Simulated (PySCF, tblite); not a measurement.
# C2H8Ge, a small molecule taken as a stand-in for a surface group (C site with back bonds C, [GeH3], [H]): NMR shifts, core binding energies and electronic excitations

What NMR shifts, core binding energies and electronic excitations should one expect for `C[CH2][GeH3]`?

Computed with tblite 0.8.0 and PySCF 2.14.0; each step states its level. No surroundings beyond the atoms listed, unless a continuum is named. Atoms count from 0, parts from 1.

## 1. Starting point

11 atoms, charge 0, multiplicity 1; geometry: distance geometry start.

## 2. Relaxing the cluster with GFN2-xTB

Job settings and geometry (Å):

```
{"job": {"kind": "relax", "xc": "GFN2-xTB", "basis": "xTB"}, "charge": 0, "multiplicity": 1}
C      1.028288     0.809930     0.897402
C      1.183595    -0.613000     1.110901
Ge     0.297881     1.092978    -0.871121
H      1.963273     1.279957     0.953240
H      0.404746     1.243396     1.603464
H      1.734222    -1.030663     0.361998
H      0.256291    -1.072993     1.156299
H      1.664045    -0.767583     2.012735
H     -0.921824     0.256424    -1.041866
H      1.351255     0.743108    -1.910954
H     -0.061323     2.574459    -1.018655
```

Method: GFN2-xTB geometry optimisation, gas phase.

Command:

```bash
$ OMP_NUM_THREADS=1 python cluster_run.py task.json out
```

The driver reads the jobs from task.json and runs them one after another.

The program printed:

```text
step      E/eV     max force
  0    -278.87853    2.926
  1    -279.19818    1.228
  2    -279.30138    0.403
  3    -279.31493    0.323
  4    -279.32960    0.325
  5    -279.34528    0.437
  6    -279.35877    0.365
  7    -279.36570    0.177
  8    -279.36862    0.117
  9    -279.37039    0.132
 10    -279.37241    0.157
 11    -279.37436    0.151
 12    -279.37567    0.095
 13    -279.37645    0.069
 14    -279.37697    0.057
 15    -279.37733    0.061
 16    -279.37760    0.052
 17    -279.37784    0.053
 18    -279.37814    0.072
 19    -279.37854    0.064
 20    -279.37895    0.059
 21    -279.37931    0.052
 22    -279.37965    0.065
 23    -279.38008    0.081
 24    -279.38056    0.060
 25    -279.38094    0.048
 26    -279.38122    0.038
 27    -279.38147    0.064
 28    -279.38172    0.062
 29    -279.38192    0.035
 30    -279.38205    0.032
 31    -279.38216    0.036
 32    -279.38231    0.053
 33    -279.38246    0.049
 34    -279.38257    0.025
 35    -279.38261    0.013
 36    -279.38264    0.017
 37    -279.38267    0.018
 38    -279.38271    0.017
 39    -279.38276    0.020
 40    -279.38281    0.021
 41    -279.38291    0.031
 42    -279.38309    0.046
 43    -279.38340    0.057
 44    -279.38371    0.053
 45    -279.38389    0.038
 46    -279.38401    0.024
 47    -279.38409    0.036
 48    -279.38420    0.036
 49    -279.38431    0.022
 50    -279.38439    0.019
 51    -279.38444    0.014
 52    -279.38448    0.017
 53    -279.38451    0.012
 54    -279.38454    0.013
 55    -279.38456    0.011
 56    -279.38458    0.011
 57    -279.38459    0.012
 58    -279.38462    0.014
 59    -279.38466    0.020
 60    -279.38472    0.022
 61    -279.38476    0.015
 62    -279.38478    0.009
 63    -279.38480    0.009
 64    -279.38481    0.008
 65    -279.38482    0.012
 66    -279.38485    0.014
 67    -279.38487    0.015
 68    -279.38489    0.019
 69    -279.38493    0.017
 70    -279.38496    0.019
 71    -279.38499    0.014
 72    -279.38500    0.014
 73    -279.38502    0.012
 74    -279.38505    0.017
 75    -279.38509    0.024
 76    -279.38512    0.019
 77    -279.38514    0.007
```

Wall time 0.83 s (1 thread of Arm Neoverse V1, shared host).

Relaxation path:

```tsv
step	energy from step 0 (eV)	largest force (eV/Å)
0	0.0000	2.9259
3	-0.4364	0.3232
6	-0.4802	0.3657
9	-0.4919	0.1319
12	-0.4971	0.0955
15	-0.4988	0.0611
18	-0.4996	0.0717
21	-0.5008	0.0521
24	-0.5020	0.0598
27	-0.5029	0.0642
30	-0.5035	0.0325
33	-0.5039	0.0494
36	-0.5041	0.0172
39	-0.5042	0.0200
42	-0.5046	0.0459
45	-0.5054	0.0377
48	-0.5057	0.0361
51	-0.5059	0.0146
54	-0.5060	0.0133
57	-0.5061	0.0122
60	-0.5062	0.0216
63	-0.5063	0.0082
66	-0.5063	0.0150
69	-0.5064	0.0171
72	-0.5065	0.0140
75	-0.5066	0.0234
77	-0.5066	0.0071
```

Distances of close pairs at the start and the end, largest changes first:

```tsv
bond	before (Å)	after (Å)	change (Å)
C0–C1	1.447	1.523	+0.076
C1–H5	1.019	1.089	+0.070
C1–H7	1.033	1.089	+0.056
C0–H4	1.037	1.092	+0.055
C1–H6	1.036	1.089	+0.053
C0–H3	1.048	1.092	+0.044
C0–Ge2	1.934	1.974	+0.039
Ge2–H10	1.532	1.496	-0.036
```

## 3. Optimising the geometry at PBE0-D3(BJ)/def2-SVP

Job settings and geometry (Å):

```
{"job": {"xc": "PBE0", "basis": "def2-SVP", "d3": "d3bj", "grid": 2, "kind": "geom", "shake": 0.01}, "charge": 0, "multiplicity": 1}
C      0.224682     0.381788     0.602878
C      0.431356    -1.079049     0.860883
Ge    -0.562517     0.743836    -1.205334
H      1.178080     0.954659     0.696567
H     -0.479131     0.806977     1.339100
H      1.129874    -1.483377     0.133327
H     -0.487906    -1.630247     0.787376
H      0.864424    -1.227638     1.853556
H     -1.857627     0.060827    -1.362568
H      0.364292     0.241749    -2.262451
H     -0.772840     2.201976    -1.433034
```

The program printed:

```text
step   0  E = -2157.33575013  max force = 0.025557
step   1  E = -2157.34117753  max force = 0.004323
step   2  E = -2157.34134441  max force = 0.000340
step   3  E = -2157.34134633  max force = 0.000155
optimisation converged
```

It took 20 s on 1 thread of Arm Neoverse V1, shared host; peak memory 0.52 GiB.

Relaxation path:

```tsv
step	energy from step 0 (eV)	largest force component (eV/Å)
0	0.0000	1.3142
1	-0.1477	0.2223
2	-0.1522	0.0175
3	-0.1523	0.0080
```

Distances of close pairs at the start and the end, largest changes first:

```tsv
bond	before (Å)	after (Å)	change (Å)
Ge2–H8	1.473	1.543	+0.070
Ge2–H10	1.491	1.542	+0.051
Ge2–H9	1.493	1.543	+0.050
C0–Ge2	2.005	1.961	-0.044
C1–H6	1.074	1.102	+0.027
C0–C1	1.498	1.524	+0.026
C1–H5	1.087	1.102	+0.015
C0–H3	1.116	1.102	-0.014
```

The final coordinates are the input of the step that follows.

```tsv
at the end point	value
point group (found at 0.08 Å tolerance)	Cs
rotational constants (GHz, main isotopes)	22.406, 3.536, 3.306
dipole moment (D)	0.83
```

## 4. Shielding tensors: PBE0/pcSseg-2

Job settings and geometry (Å):

```
{"job": {"kind": "nmr", "xc": "PBE0", "basis": "pcSseg-2"}, "charge": 0, "multiplicity": 1}
C      0.195211     0.413830     0.562267
C      0.433371    -1.065209     0.839710
Ge    -0.536376     0.766645    -1.222511
H      1.131764     0.987296     0.658118
H     -0.505541     0.843027     1.297173
H      1.141736    -1.505407     0.119778
H     -0.499975    -1.646825     0.773937
H      0.849017    -1.227054     1.847265
H     -1.890381     0.045710    -1.389251
H      0.428452     0.239792    -2.305056
H     -0.749692     2.277545    -1.441615
```

With the program's defaults for keys left out, this is: GIAO PBE0/pcSseg-2 NMR shielding, non-relativistic, gas phase.

The program printed:

```text
coarse grid: 37552 points
cycle   1  E = -2157.6606974035  dE = -7.790e-01  |g| = 1.034e+00  |ddm| = 2.055e+00
cycle   2  E = -2157.6174270807  dE =  4.327e-02  |g| = 1.168e+00  |ddm| = 6.017e-01
cycle   3  E = -2157.7226866579  dE = -1.053e-01  |g| = 1.015e-01  |ddm| = 3.847e-01
cycle   4  E = -2157.7237989142  dE = -1.112e-03  |g| = 1.995e-02  |ddm| = 5.354e-02
cycle   5  E = -2157.7238966477  dE = -9.773e-05  |g| = 4.785e-03  |ddm| = 1.447e-02
cycle   6  E = -2157.7239012820  dE = -4.634e-06  |g| = 8.403e-04  |ddm| = 3.331e-03
final grid: 78432 points
cycle   7  E = -2157.7238938026  dE = -4.803e-08  |g| = 1.017e-03  |ddm| = 1.952e-03
cycle   8  E = -2157.7238937365  dE =  6.603e-08  |g| = 1.411e-03  |ddm| = 1.182e-03
cycle   9  E = -2157.7238939663  dE = -2.297e-07  |g| = 8.226e-05  |ddm| = 5.478e-04
cycle  10  E = -2157.7238939682  dE = -1.922e-09  |g| = 6.082e-06  |ddm| = 7.819e-05
cycle  11  E = -2157.7238939682  dE = -8.185e-12  |g| = 2.519e-06  |ddm| = 5.387e-06
converged SCF energy = -2157.7238939682

GIAO shielding tensors (ppm)
atom      isotropic    diamagn.    paramagn.     s11        s22        s33       span
  0 C      178.133     239.900     -61.767    172.690    174.558    187.149     14.459
  1 C      170.625     239.881     -69.256    161.963    163.265    186.648     24.685
  2 Ge    1542.491    2755.959   -1213.468   1476.142   1483.556   1667.775    191.633
  3 H       30.324      29.475       0.849     24.892     28.852     37.229     12.337
  4 H       30.326      29.502       0.824     24.915     28.845     37.218     12.302
  5 H       30.223      29.616       0.607     25.598     28.730     36.341     10.744
  6 H       30.219      29.622       0.597     25.617     28.692     36.349     10.731
  7 H       29.821      28.093       1.728     24.762     27.091     37.609     12.847
  8 H       27.530      29.088      -1.558     21.688     22.810     38.091     16.403
  9 H       27.532      29.081      -1.549     21.693     22.808     38.096     16.403
 10 H       27.317      28.579      -1.262     21.210     22.179     38.561     17.351
```

Run time: 34 s. Hardware: 1 thread of Arm Neoverse V1, shared host; peak memory 0.99 GiB.

The references, computed at this level on geometries of the same kind, shield at (ppm): ¹H TMS 31.25, ¹³C TMS 184.1, ⁷³Ge GeMe4 1337. Their shielding less the atom's gives the shift. The references are single molecules in the gas phase. Atoms listed in one row are averaged.

```tsv
atoms	environment	σ (ppm)	δ (ppm)
C1	carbon bonded to C, 3 H	170.6	13.5
C0	carbon bonded to C, Ge, 2 H	178.1	6.0
H10	hydrogen on a germanium bonded to C	27.32	3.93
H8, H9	hydrogen on a germanium bonded to C	27.53	3.71
H7	hydrogen on a carbon bonded to C	29.82	1.42
H5, H6	hydrogen on a carbon bonded to C	30.22	1.02
H3, H4	hydrogen on a carbon bonded to C, Ge	30.33	0.92
Ge2	germanium bonded to C, 3 H	1542	-205
```

Charges from the same density, by scheme (e):

```tsv
atoms	Mulliken	IAO	Hirshfeld	ESP fit
C0	-0.15	-0.49	-0.15	0.06
C1	-0.07	-0.42	-0.12	-0.28
Ge2	0.29	0.47	0.30	0.18
```

Mayer bond orders: C0–C1 0.94, C0–Ge2 0.98.

Orbitals, density, ELF and potential are computed afterwards from the orbital file.

Frontier orbitals at PBE0/pcSseg-2, with the share of their density that lies nearest to each atom:

```tsv
orbital	energy (eV)	lies on
HOMO	-8.29	C0 33 %; Ge2 17 %; H7 11 %
LUMO	0.42	H3, H4 about 14 % each; 5 H atoms about 10 % each; H7 9 %
```

ELF in a plane through or near 5 of the atoms.

Ten even steps from ' ' (0.00) to '@' (1.00):
```
                                                        
                                                        
                                                        
                                                        
                                                        
                  ......        ........                
                ..--==--..    ..::----::..              
              ..--++****::    ::::..::::::..            
        ..--++**++::..--==::--::::**++..::::..          
        ++%%@@@@@@----==%%**##====****::--**++==        
        ##@@@@@@@@##==%%%%**%%**::##**::**@@@@%%::      
        **@@@@@@@@##**##..**--%%--..::%%@@@@@@@@**      
        ::##@@@@##::::==--..--**==--**@@@@@@@@@@**      
          ..==::..  ..--****++::....**@@@@@@@@@@==      
                    ..::----::      --@@@@@@@@**        
                        ....          --++++::          
                                                        
                                                        
                                                        
                                                        
```
The map spans 10.5 Å across and 7.9 Å up, centred on the molecule. Atoms in the plane (x, y in Å): C0 (-0.3, -0.7), C1 (-1.4, 0.3), Ge2 (1.5, 0.2), H7 (-2.4, -0.2), H10 (2.6, -0.9).

On the surface of density 0.002 e/bohr³ the electrostatic potential runs, from the 1st to the 99th percentile, from -0.14 to 0.77 V.

## 5. Core holes by ΔSCF: SCAN, X2C

The job, as its differences from that of step 4:

```diff
@@ -1,2 +1,2 @@
-{"job": {"kind": "nmr", "xc": "PBE0", "basis": "pcSseg-2"}, "charge": 0, "multiplicity": 1}
+{"job": {"kind": "xps", "holes": 5}, "charge": 0, "multiplicity": 1}
 C      0.195211     0.413830     0.562267
```

Level: delta-SCF UKS SCAN, pcX-2 on the ionised atom, pcseg-1 elsewhere, spin-free X2C.

The program printed:

```text
ground state, core basis on atom 0 (C), 126 functions
  cycle   1  E = -2174.91380648  |g| = 4.26e-01
  cycle   2  E = -2174.85541405  |g| = 6.18e-01
  cycle   3  E = -2174.96140503  |g| = 5.77e-02
  cycle   4  E = -2174.96223091  |g| = 2.50e-02
  cycle   5  E = -2174.96238380  |g| = 6.66e-03
  cycle   6  E = -2174.96239213  |g| = 9.73e-04
  cycle   7  E = -2174.96239617  |g| = 4.55e-04
  E(ground) = -2175.09650793 Eh
hole in C 1s of atom 0
  cycle   1  E = -2163.71397915  |g| = 1.51e+00
  cycle   2  E = -2162.96099863  |g| = 1.87e+00
  cycle   3  E = -2164.24780270  |g| = 3.28e-01
  cycle   4  E = -2164.29107626  |g| = 7.28e-02
  cycle   5  E = -2164.29307510  |g| = 1.88e-02
  cycle   6  E = -2164.29322827  |g| = 9.31e-03
  cycle   7  E = -2164.29327637  |g| = 2.39e-03
  cycle   8  E = -2164.29328066  |g| = 1.04e-03
  cycle   9  E = -2164.29328017  |g| = 4.61e-04
  E(ion) = -2164.42655123 Eh   <S^2> = 0.7699   hole on atom = 1.000   binding energy = 290.344 eV
ground state, core basis on atom 1 (C), 126 functions
  cycle   1  E = -2174.96084073  |g| = 5.70e-02
  cycle   2  E = -2174.96080544  |g| = 1.91e-02
  cycle   3  E = -2174.96079677  |g| = 1.98e-02
  cycle   4  E = -2174.96089360  |g| = 8.37e-04
  cycle   5  E = -2174.96089582  |g| = 1.75e-04
  E(ground) = -2175.09478655 Eh
hole in C 1s of atom 1
  cycle   1  E = -2163.71870357  |g| = 1.50e+00
  cycle   2  E = -2163.16134544  |g| = 1.74e+00
  cycle   3  E = -2164.24055405  |g| = 3.02e-01
  cycle   4  E = -2164.27556523  |g| = 5.68e-02
  cycle   5  E = -2164.27662893  |g| = 2.52e-02
  cycle   6  E = -2164.27691072  |g| = 1.00e-02
  cycle   7  E = -2164.27696677  |g| = 3.45e-03
  cycle   8  E = -2164.27697442  |g| = 1.09e-03
  cycle   9  E = -2164.27697508  |g| = 4.75e-04
  E(ion) = -2164.41036077 Eh   <S^2> = 0.7685   hole on atom = 1.000   binding energy = 290.738 eV
```

It took 11 s on 1 thread of Arm Neoverse V1, shared host; peak memory 0.42 GiB.

Binding energies by hole, beside the orbital energy of the ground state; the difference holds orbital relaxation and, for a density functional, its self-interaction error:

```tsv
hole	stands for	environment	ΔSCF (eV)	−ε (eV)	⟨S²⟩
C1s on C0	C0	carbon bonded to C, Ge, 2 H	290.34	273.7	0.770
C1s on C1	C1	carbon bonded to C, 3 H	290.74	273.6	0.769
```

## 6. Ultraviolet spectrum: CAM-B3LYP/def2-SVPD

The job, as its differences from that of step 5:

```diff
@@ -1,2 +1,2 @@
-{"job": {"kind": "xps", "holes": 5}, "charge": 0, "multiplicity": 1}
+{"job": {"kind": "uv", "xc": "CAM-B3LYP", "basis": "def2-SVPD", "nstates": 6, "ntriplets": 2, "ip": true}, "charge": 0, "multiplicity": 1}
 C      0.195211     0.413830     0.562267
```

With the program's defaults for keys left out, this is: TDDFT CAM-B3LYP/def2-SVPD, vertical, gas phase, core orbitals frozen in the response.

The program printed:

```text
coarse grid: 37552 points
cycle   1  E = -2157.7449557244  dE = -6.763e-01  |g| = 4.202e-01  |ddm| = 3.636e+00
cycle   2  E = -2157.7478579486  dE = -2.902e-03  |g| = 4.179e-01  |ddm| = 6.582e-01
cycle   3  E = -2157.7700449724  dE = -2.219e-02  |g| = 1.506e-02  |ddm| = 3.613e-01
cycle   4  E = -2157.7701047137  dE = -5.974e-05  |g| = 7.755e-03  |ddm| = 4.895e-02
cycle   5  E = -2157.7701192678  dE = -1.455e-05  |g| = 1.429e-03  |ddm| = 1.066e-02
cycle   6  E = -2157.7701197956  dE = -5.278e-07  |g| = 1.833e-04  |ddm| = 2.581e-03
final grid: 78432 points
cycle   7  E = -2157.7700900593  dE = -1.780e-08  |g| = 1.427e-04  |ddm| = 1.961e-03
cycle   8  E = -2157.7700900603  dE = -1.010e-09  |g| = 1.323e-04  |ddm| = 3.722e-04
cycle   9  E = -2157.7700900649  dE = -4.575e-09  |g| = 9.458e-06  |ddm| = 1.540e-04
cycle  10  E = -2157.7700900649  dE = -2.365e-11  |g| = 3.944e-06  |ddm| = 1.974e-05
converged SCF energy = -2157.7700900649

Static polarisability (au): isotropic 58.821, principal 53.520 55.823 67.121

Singlet excitations
state   eV       nm        f      main configurations
  1   7.6852    161.3   0.00433   H->L 0.88, H->L+1 0.10
  2   8.4146    147.3   0.09743   H->L+1 0.56, H->L+2 0.20
  3   8.5106    145.7   0.06516   H-1->L 0.81
  4   8.5939    144.3   0.17226   H-2->L 0.43, H->L+1 0.21, H->L+2 0.17
  5   8.6495    143.3   0.17247   H-2->L 0.40, H->L+2 0.36, H->L+4 0.08
  6   8.7612    141.5   0.03008   H->L+3 0.69, H-1->L+1 0.12, H-1->L 0.11

Triplet excitations (Tamm-Dancoff, eV): 7.3532 7.7672
Vertical ionisation energy (delta-SCF) = 10.5391 eV
```

It took 59 s on 1 thread of Arm Neoverse V1, shared host; peak memory 0.72 GiB.

Frontier orbitals and where they lie:

```tsv
orbital	eV	atoms
HOMO−3	-11.42	C1 28 %, C0 20 %, H6 11 %
HOMO−2	-10.60	Ge2 39 %, H10 30 %, H9 10 %
HOMO−1	-10.51	Ge2 36 %, H8 22 %, H9 21 %
HOMO	-9.65	C0 35 %, Ge2 24 %, C1 12 %
LUMO	1.03	Ge2 46 %, C1 9 %, C0 8 %
LUMO+1	1.53	Ge2 32 %, C0 15 %, H9 11 %
LUMO+2	2.01	Ge2 23 %, C1 18 %, H7 13 %
```

With each of the 6 states as a Gaussian band of 0.4 eV half-width at 1/e, the curve within the window shown has maxima at 145 nm (ε 21,000) L/(mol cm). Beyond the last state computed it falls off for lack of states. The curve at chosen wavelengths:

| nm | ε (L/mol/cm) |
| --- | --- |
| 137 | 5582 |
| 139 | 10334 |
| 140 | 13007 |
| 142 | 17831 |
| 143 | 19504 |
| 145 | 20573 |
| 146 | 19912 |
| 148 | 16716 |
| 149 | 14546 |
| 151 | 10016 |
| 152 | 7952 |
| 154 | 4634 |
| 155 | 3419 |
| 157 | 1773 |
| 158 | 1260 |
| 160 | 649 |
| 161 | 479 |
| 163 | 286 |
| 164 | 230 |
| 166 | 157 |
| 167 | 131 |
| 169 | 89 |
| 170 | 72 |
| 172 | 45 |
| 173 | 35 |
| 175 | 19 |

Further results of this job:

```tsv
property	computed
dipole moment (D)	0.80
polarisability (Å³)	8.72
HOMO–LUMO gap (eV)	10.69
−ε(HOMO) (eV)	9.65
```

## 7. Summary of results

| quantity | value |
| --- | --- |
| point group | Cs |
| rotational constants (main isotopes) | 22.41, 3.54, 3.31 GHz |
| ¹³C shifts against TMS (PBE0/pcSseg-2) | 13.5, 6.0 ppm |
| ¹H shifts against TMS (PBE0/pcSseg-2, means over atoms taken as alike) | 3.93, 3.71, 1.42, 1.02, 0.92 ppm |
| ⁷³Ge shifts against GeMe4 (PBE0/pcSseg-2) | -205 ppm |
| potential on the surface of density 0.002 e/bohr³, 1st and 99th percentile | -0.14 V and 0.77 V |
| C1s binding energies, SCAN/pcX-2 | C1 290.74, C0 290.34 eV |
| lowest singlet (CAM-B3LYP/def2-SVPD) | 7.69 eV (161 nm), f = 0.004 |
| brightest single state of those computed | state 5, 8.65 eV, f = 0.172 |
| lowest triplet | 7.35 eV |
| vertical ionisation energy (ΔSCF) | 10.54 eV |

**Reading.** The start of the PBE0/def2-SVP relaxation was shaken at random by about 0.01 Å, so part of the energy gained, and of the first lengths quoted, undoes that. The optimisation took 3 steps and gained 0.152 eV; among the close pairs (by a distance rule), Ge2–H8 changed most, from 1.473 to 1.543 Å (PBE0/def2-SVP). Hydrogens of an XH3 group are listed apart at this fixed geometry; free rotation makes them one line at their mean. At PBE0/pcSseg-2: Shielding is most anisotropic at Ge2 (span 192 ppm, paramagnetic term -1213 ppm). At SCAN/pcX-2: The C1s levels kept as sound span 0.39 eV, from C0 (carbon bonded to C, Ge, 2 H) up to C1 (carbon bonded to C, 3 H). The first singlet state (HOMO→LUMO 0.88, HOMO→LUMO+1 0.10) lies at 7.69 eV and is weak; of the 6 states computed, the strongest absorption comes from state 5 at 8.65 eV. The lowest triplet lies 0.33 eV below the lowest singlet (triplets in Tamm-Dancoff, singlets in full TDDFT). ΔSCF puts the ionisation energy at 10.54 eV, 0.89 eV above −ε(HOMO). Spin-orbit coupling is left out, which matters for shieldings and couplings at and beside the heavy atoms. A capped cluster stands for the solid here, so long-range fields and strain are missing, and bands or shifts of the capping hydrogens have no counterpart in it.
